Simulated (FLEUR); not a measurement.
Here is a FLEUR MaX-R8.1 (later development tree) calculation.

Contents of inp.xml:

```xml
<?xml version="1.0" encoding="UTF-8" standalone="no"?>
<fleurInput fleurInputVersion="0.39">
   <comment>
      InSb3                                                                                               
   </comment>
   <calculationSetup>
      <cutoffs Kmax="4.1" Gmax="12.7" GmaxXC="12.7" numbands="0"/>
      <scfLoop itmax="80" minDistance="0.0001" maxIterBroyd="30" imix="Anderson" alpha="0.05" precondParam="0.0" spinf="2.0" sdNocoIR="T"/>
      <coreElectrons ctail="F" frcor="F" kcrel="0" coretail_lmax="0"/>
      <xcFunctional name="LibXC" relativisticCorrections="F">
         <LibXCName exchange="mgga_x_r2scan" correlation="mgga_c_r2scan"/>
         <AuxGGA exchange="117" correlation="130"/>
      </xcFunctional>
      <magnetism jspins="1"/>
      <soc l_soc="F" theta="0.0" phi="0.0" spav="F"/>
      <expertModes spex="0" secvar="F"/>
      <geometryOptimization l_f="F" forcealpha="1.0" forcemix="BFGS" epsdisp="0.00001" epsforce="0.00001"/>
      <ldaU l_linMix="F" mixParam="0.05" spinf="1.0"/>
   </calculationSetup>
   <cell>
      <bzIntegration valenceElectrons="84.0" mode="hist" fermiSmearingEnergy="0.00183747">
         <kPointListSelection listName="default-1"/>
         <!-- k-points included here -->
         <xi:include xmlns:xi="http://www.w3.org/2001/XInclude" href="kpts.xml"> </xi:include>
      </bzIntegration>
      <!-- symmetry operations included here -->
      <xi:include xmlns:xi="http://www.w3.org/2001/XInclude" href="sym.xml"> </xi:include>
      <bulkLattice scale="1.0">
         <bravaisMatrix>
            <row-1>    0.0000000000000000     7.1706697147315523     7.1706697147315523</row-1>
            <row-2>    7.1706697147315523     0.0000000000000000     7.1706697147315523</row-2>
            <row-3>    7.1706697147315523     7.1706697147315523     0.0000000000000000</row-3>
         </bravaisMatrix>
      </bulkLattice>
   </cell>
   <atomSpecies>
      <species name="Antimony (Sb)" element="Sb" atomicNumber="51">
         <mtSphere radius="2.66" gridPoints="879" logIncrement="0.015"/>
         <atomicCutoffs lmax="10" lnonsphr="10"/>
         <electronConfig flipSpins="F">
            <coreConfig>(1s1/2) (2s1/2) (2p1/2) (2p3/2) (3s1/2) (3p1/2) (3p3/2) (4s1/2) (3d3/2) (3d5/2)</coreConfig>
            <valenceConfig>(4p1/2) (4p3/2) (5s1/2) (4d3/2) (4d5/2) (5p1/2) (5p3/2)</valenceConfig>
            <stateOccupation state="(5p1/2)" spinUp="0.500000" spinDown="0.500000"/>
            <stateOccupation state="(5p3/2)" spinUp="1.000000" spinDown="1.000000"/>
         </electronConfig>
         <energyParameters s="5" p="5" d="5" f="4"/>
         <lo type="SCLO" l="1" n="4" eDeriv="0"/>
         <lo type="SCLO" l="1" n="4" eDeriv="1"/>
         <lo type="SCLO" l="2" n="4" eDeriv="0"/>
         <lo type="SCLO" l="2" n="4" eDeriv="1"/>
         <lo type="SCLO" l="0" n="5" eDeriv="2"/>
         <lo type="SCLO" l="3" n="4" eDeriv="2"/>
      </species>
      <species name="Indium (In)" element="In" atomicNumber="49">
         <mtSphere radius="2.66" gridPoints="879" logIncrement="0.015"/>
         <atomicCutoffs lmax="10" lnonsphr="10"/>
         <electronConfig flipSpins="F">
            <coreConfig>(1s1/2) (2s1/2) (2p1/2) (2p3/2) (3s1/2) (3p1/2) (3p3/2) (3d3/2) (3d5/2)</coreConfig>
            <valenceConfig>(4s1/2) (4p1/2) (4p3/2) (5s1/2) (4d3/2) (4d5/2) (5p1/2) (5p3/2)</valenceConfig>
            <stateOccupation state="(5p1/2)" spinUp="0.166667" spinDown="0.166667"/>
            <stateOccupation state="(5p3/2)" spinUp="0.333333" spinDown="0.333333"/>
         </electronConfig>
         <energyParameters s="5" p="5" d="4" f="4"/>
         <lo type="SCLO" l="0" n="4" eDeriv="0"/>
         <lo type="SCLO" l="1" n="4" eDeriv="0"/>
         <lo type="SCLO" l="1" n="4" eDeriv="1"/>
         <lo type="SCLO" l="2" n="4" eDeriv="2"/>
         <lo type="SCLO" l="3" n="4" eDeriv="2"/>
      </species>
   </atomSpecies>
   <atomGroups>
      <atomGroup species="Antimony (Sb)">
         <relPos label="                   1">1.000/2.000 1.000/2.000 1.000/2.000</relPos>
         <force calculate="T" relaxXYZ="TTT"/>
      </atomGroup>
      <atomGroup species="Antimony (Sb)">
         <relPos label="                   2">-1.000/4.000 -1.000/4.000 -1.000/4.000</relPos>
         <relPos label="                   3">1.000/4.000 1.000/4.000 1.000/4.000</relPos>
         <force calculate="T" relaxXYZ="TTT"/>
      </atomGroup>
      <atomGroup species="Indium (In)">
         <relPos label="                   4">.0000000000 .0000000000 .0000000000</relPos>
         <force calculate="T" relaxXYZ="TTT"/>
      </atomGroup>
   </atomGroups>
   <output dos="F" band="F" slice="F">
      <checks vchk="F" cdinf="F"/>
      <bandDOS minEnergy="-.5*Htr" maxEnergy="0.5*Htr" sigma="0.015" storeEVData="T"/>
      <vacuumDOS vacdos="F" integ="F" star="F" nstars="0" locx1="0.0" locy1="0.0" locx2="0.0" locy2="0.0" nstm="0" tworkf="0.0"/>
      <unfoldingBand unfoldBand="F" supercellX="1" supercellY="1" supercellZ="1"/>
      <plotting iplot="0" polar="F">
         <plot TwoD="T" vec1="  1.0  0.0  0.0" vec2="  0.0  1.0  0.0" vec3="  0.0  0.0  1.0" zero="  0.0  0.0  0.0" file="plot"/>
      </plotting>
      <chargeDensitySlicing numkpt="0" minEigenval="0.0" maxEigenval="0.0" nnne="0" pallst="F"/>
      <specialOutput eonly="F"/>
      <moessbauerParams electricFieldGradient="T" isomerShift="T" coreHyperfine="T" valenceHyperfine="T"/>
      <magneticCircularDichroism mcd="F" energyLo="-10.0" energyUp="0.0"/>
   </output>
  <!-- We include the file relax.xml here to enable relaxations (see documentation) -->
  <xi:include xmlns:xi="http://www.w3.org/2001/XInclude" href="relax.xml"> <xi:fallback/> </xi:include>
</fleurInput>
```

crystal.txt

```
InSb3
&input cartesian=F /
0.0000000000  3.7945550000  3.7945550000
3.7945550000  0.0000000000  3.7945550000
3.7945550000  3.7945550000  0.0000000000
1.8897261246
1.0 1.0 1.0

4
51 0.5000000000  0.5000000000  0.5000000000
51 0.7500000000  0.7500000000  0.7500000000
51 0.2500000000  0.2500000000  0.2500000000
49 0.0000000000  0.0000000000  0.0000000000

&kpt div1=6 div2=6 div3=6 gamma=T /
```

The input inp.xml (bands):

```
<?xml version="1.0" encoding="UTF-8" standalone="no"?>
<fleurInput fleurInputVersion="0.39">
   <comment>
      InSb3                                                                                               
   </comment>
   <calculationSetup>
      <cutoffs Kmax="4.1" Gmax="12.7" GmaxXC="12.7" numbands="0"/>
      <scfLoop itmax="80" minDistance="0.0001" maxIterBroyd="30" imix="Anderson" alpha="0.05" precondParam="0.0" spinf="2.0" sdNocoIR="T"/>
      <coreElectrons ctail="F" frcor="F" kcrel="0" coretail_lmax="0"/>
      <xcFunctional name="LibXC" relativisticCorrections="F">
         <LibXCName exchange="mgga_x_r2scan" correlation="mgga_c_r2scan"/>
         <AuxGGA exchange="117" correlation="130"/>
      </xcFunctional>
      <magnetism jspins="1"/>
      <soc l_soc="F" theta="0.0" phi="0.0" spav="F"/>
      <expertModes spex="0" secvar="F"/>
      <geometryOptimization l_f="F" forcealpha="1.0" forcemix="BFGS" epsdisp="0.00001" epsforce="0.00001"/>
      <ldaU l_linMix="F" mixParam="0.05" spinf="1.0"/>
   </calculationSetup>
   <cell>
      <bzIntegration valenceElectrons="84.0" mode="hist" fermiSmearingEnergy="0.00183747">
         <kPointListSelection listName="path-1"/>
         <!-- k-points included here -->
         <xi:include xmlns:xi="http://www.w3.org/2001/XInclude" href="kpts.xml"> </xi:include>
      </bzIntegration>
      <!-- symmetry operations included here -->
      <xi:include xmlns:xi="http://www.w3.org/2001/XInclude" href="sym.xml"> </xi:include>
      <bulkLattice scale="1.0">
         <bravaisMatrix>
            <row-1>    0.0000000000000000     7.1706697147315523     7.1706697147315523</row-1>
            <row-2>    7.1706697147315523     0.0000000000000000     7.1706697147315523</row-2>
            <row-3>    7.1706697147315523     7.1706697147315523     0.0000000000000000</row-3>
         </bravaisMatrix>
      </bulkLattice>
   </cell>
   <atomSpecies>
      <species name="Antimony (Sb)" element="Sb" atomicNumber="51">
         <mtSphere radius="2.66" gridPoints="879" logIncrement="0.015"/>
         <atomicCutoffs lmax="10" lnonsphr="10"/>
         <electronConfig flipSpins="F">
            <coreConfig>(1s1/2) (2s1/2) (2p1/2) (2p3/2) (3s1/2) (3p1/2) (3p3/2) (4s1/2) (3d3/2) (3d5/2)</coreConfig>
            <valenceConfig>(4p1/2) (4p3/2) (5s1/2) (4d3/2) (4d5/2) (5p1/2) (5p3/2)</valenceConfig>
            <stateOccupation state="(5p1/2)" spinUp="0.500000" spinDown="0.500000"/>
            <stateOccupation state="(5p3/2)" spinUp="1.000000" spinDown="1.000000"/>
         </electronConfig>
         <energyParameters s="5" p="5" d="5" f="4"/>
         <lo type="SCLO" l="1" n="4" eDeriv="0"/>
         <lo type="SCLO" l="1" n="4" eDeriv="1"/>
         <lo type="SCLO" l="2" n="4" eDeriv="0"/>
         <lo type="SCLO" l="2" n="4" eDeriv="1"/>
         <lo type="SCLO" l="0" n="5" eDeriv="2"/>
         <lo type="SCLO" l="3" n="4" eDeriv="2"/>
      </species>
      <species name="Indium (In)" element="In" atomicNumber="49">
         <mtSphere radius="2.66" gridPoints="879" logIncrement="0.015"/>
         <atomicCutoffs lmax="10" lnonsphr="10"/>
         <electronConfig flipSpins="F">
            <coreConfig>(1s1/2) (2s1/2) (2p1/2) (2p3/2) (3s1/2) (3p1/2) (3p3/2) (3d3/2) (3d5/2)</coreConfig>
            <valenceConfig>(4s1/2) (4p1/2) (4p3/2) (5s1/2) (4d3/2) (4d5/2) (5p1/2) (5p3/2)</valenceConfig>
            <stateOccupation state="(5p1/2)" spinUp="0.166667" spinDown="0.166667"/>
            <stateOccupation state="(5p3/2)" spinUp="0.333333" spinDown="0.333333"/>
         </electronConfig>
         <energyParameters s="5" p="5" d="4" f="4"/>
         <lo type="SCLO" l="0" n="4" eDeriv="0"/>
         <lo type="SCLO" l="1" n="4" eDeriv="0"/>
         <lo type="SCLO" l="1" n="4" eDeriv="1"/>
         <lo type="SCLO" l="2" n="4" eDeriv="2"/>
         <lo type="SCLO" l="3" n="4" eDeriv="2"/>
      </species>
   </atomSpecies>
   <atomGroups>
      <atomGroup species="Antimony (Sb)">
         <relPos label="                   1">1.000/2.000 1.000/2.000 1.000/2.000</relPos>
         <force calculate="T" relaxXYZ="TTT"/>
      </atomGroup>
      <atomGroup species="Antimony (Sb)">
         <relPos label="                   2">-1.000/4.000 -1.000/4.000 -1.000/4.000</relPos>
         <relPos label="                   3">1.000/4.000 1.000/4.000 1.000/4.000</relPos>
         <force calculate="T" relaxXYZ="TTT"/>
      </atomGroup>
      <atomGroup species="Indium (In)">
         <relPos label="                   4">.0000000000 .0000000000 .0000000000</relPos>
         <force calculate="T" relaxXYZ="TTT"/>
      </atomGroup>
   </atomGroups>
   <output dos="F" band="T" slice="F">
      <checks vchk="F" cdinf="F"/>
      <bandDOS minEnergy="-.5*Htr" maxEnergy="0.5*Htr" sigma="0.015" storeEVData="T"/>
      <vacuumDOS vacdos="F" integ="F" star="F" nstars="0" locx1="0.0" locy1="0.0" locx2="0.0" locy2="0.0" nstm="0" tworkf="0.0"/>
      <unfoldingBand unfoldBand="F" supercellX="1" supercellY="1" supercellZ="1"/>
      <plotting iplot="0" polar="F">
         <plot TwoD="T" vec1="  1.0  0.0  0.0" vec2="  0.0  1.0  0.0" vec3="  0.0  0.0  1.0" zero="  0.0  0.0  0.0" file="plot"/>
      </plotting>
      <chargeDensitySlicing numkpt="0" minEigenval="0.0" maxEigenval="0.0" nnne="0" pallst="F"/>
      <specialOutput eonly="F"/>
      <moessbauerParams electricFieldGradient="T" isomerShift="T" coreHyperfine="T" valenceHyperfine="T"/>
      <magneticCircularDichroism mcd="F" energyLo="-10.0" energyUp="0.0"/>
   </output>
  <!-- We include the file relax.xml here to enable relaxations (see documentation) -->
  <xi:include xmlns:xi="http://www.w3.org/2001/XInclude" href="relax.xml"> <xi:fallback/> </xi:include>
</fleurInput>
```

Potentials or basis: all-electron, FLAPW.

Launch:

```bash
$ inpgen -f crystal.txt -profile fastHighL
$ # inp.xml edited to the form shown
$ fleur_MPI
$ fleur_MPI   # second run, on inp.xml (bands)
```

Problem. What does it give for the band gap along the path?

Solution. None (metal or under the smearing width).

Levels at the corners of the path, in eV from the Fermi level:
| point | band 40 | band 41 | band 42 | band 43 | band 44 | band 45 | band 46 | band 47 |
| --- | --- | --- | --- | --- | --- | --- | --- | --- |
| Γ | -2.66 | -2.66 | -2.66 | -2.36 | -0.86 | -0.86 | -0.86 | 3.76 |
| X | 0.37 | 0.75 | 0.75 | 1.33 | 1.61 | 1.72 | 1.72 | 4.24 |
| W | -2.67 | -2.29 | 1.03 | 1.24 | 1.95 | 1.95 | 3.53 | 4.32 |
| K | -1.69 | -0.83 | -0.14 | 0.86 | 1.14 | 2.49 | 3.16 | 4.67 |
| Γ | -2.66 | -2.66 | -2.66 | -2.36 | -0.86 | -0.86 | -0.86 | 3.76 |
| L | -2.85 | -2.85 | -0.31 | -0.23 | 1.91 | 1.91 | 3.17 | 3.17 |
| U | -1.69 | -0.83 | -0.14 | 0.86 | 1.14 | 2.49 | 3.16 | 4.67 |
| W | -2.67 | -2.29 | 1.03 | 1.24 | 1.95 | 1.95 | 3.53 | 4.32 |
| L | -2.85 | -2.85 | -0.31 | -0.23 | 1.91 | 1.91 | 3.17 | 3.17 |
| K | -1.69 | -0.83 | -0.14 | 0.86 | 1.14 | 2.49 | 3.16 | 4.67 |
| U | -1.69 | -0.83 | -0.14 | 0.86 | 1.14 | 2.49 | 3.16 | 4.67 |
| X | 0.37 | 0.75 | 0.75 | 1.33 | 1.61 | 1.72 | 1.72 | 4.24 |

Caveat: the meta-GGA is that of a development version, with a GGA for the radial functions and cores and without core tails; spin-orbit coupling is left out, which moves the levels of the heavy elements.
